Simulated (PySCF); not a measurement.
# Br4Co ([CoBr4]2-): the cost of one run

Programs: PySCF 2.14.0, with routines of our own; each step states its level. All values are computed. Atoms count from 0.

## Step 1: The starting structure

5 atoms, charge -2, states of the metal's open shell are computed; geometry from: model geometry, bond lengths from ionic radii.

## Step 2: Ligand-field states: state-averaged CASSCF in water

What the job is given:

```
{"job": {"kind": "lf", "basis": {"metal": "x2c-TZVPall", "ligand": "x2c-SVPall"}, "nevpt": true, "solvent": "water"}, "charge": -2, "metal": "Co", "open_shell": "d7"}
Co     0.000000     0.000000     0.000000
Br     1.434715     1.434715     1.434716
Br    -1.434715    -1.434715     1.434716
Br    -1.434715     1.434715    -1.434716
Br     1.434715    -1.434715    -1.434716
```

With the program's defaults for keys left out, this is: state-averaged CASSCF of the metal d shell, SC-NEVPT2 on the averaged canonical orbitals, state-interaction spin-orbit coupling.

Started as:

```
$ OMP_NUM_THREADS=1 python lf_run.py task.json out
```

This one command runs all jobs of the session in turn.

**Question.** How long does this first job take on 1 thread of Arm Neoverse V1, shared host, and how much memory does it need?

About 30 s, with a peak of 0.53 GiB.
